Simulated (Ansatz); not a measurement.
# BrGaH: the cost of one run

Program: the Python package of Ansatz 0.2.0. Level of theory: PBE0/def2-SVP. These are calculated values, not measurements.

### 1 Starting point

Bond lengths: Ga1–Br2 2.295 Å, Ga1–H3 1.402 Å. Angles: Br2–Ga1–H3 146.8°.

No structure file is read: the coordinates are typed or built in the script.

### 2 Script

Input file relaxed_scan.py:

```python
"""One bond of BrGaH held at set lengths while the rest relaxes."""

import ansatz as az
import numpy as np

SETTINGS = {
    "basis_set": "def2-SVP",
    "functional": "PBE0",
}

GEOMETRY = """
Ga   -0.37500    0.15310   -0.19700
Br    1.57040    0.61620    0.92910
H    -1.20630   -0.83420   -0.74530
"""

system = az.Crystal.molecule()
for line in GEOMETRY.strip().splitlines():
    symbol, *xyz = line.split()
    system = system.atom(symbol, [float(v) for v in xyz])

setup = (
    system.calculation()
    .basis(gaussian=SETTINGS["basis_set"])
    .functional(SETTINGS["functional"])
    .spin("collinear", total=1)
)
symbols = [site.symbol for site in system.cartesian_sites]
pairs = [(0, 1), (0, 2)]
print("held (A)   E (eV)        ", "  ".join(f"{symbols[i]}{i}-{symbols[j]}{j}" for i, j in pairs))
for length in [2.11, 2.3, 2.48, 2.75, 3.1]:
    data = setup.relax(constraints=[az.DistanceConstraint((0, 1), at=length)], force_tolerance=0.02, max_steps=60).run(threads=1).report
    xyz = np.array(data["positions_ang"])
    print(f"{length:6.2f} {data['free_energy_ev']:14.5f}  ", "  ".join(f"{np.linalg.norm(xyz[i] - xyz[j]):.3f}" for i, j in pairs))
```

### 3 The run

Command:

```sh
$ python relaxed_scan.py
```

Q: Estimate wall time and peak memory on 1 thread of Arm Neoverse V2, shared host.

About 2.2 min, with a peak of 0.27 GiB.
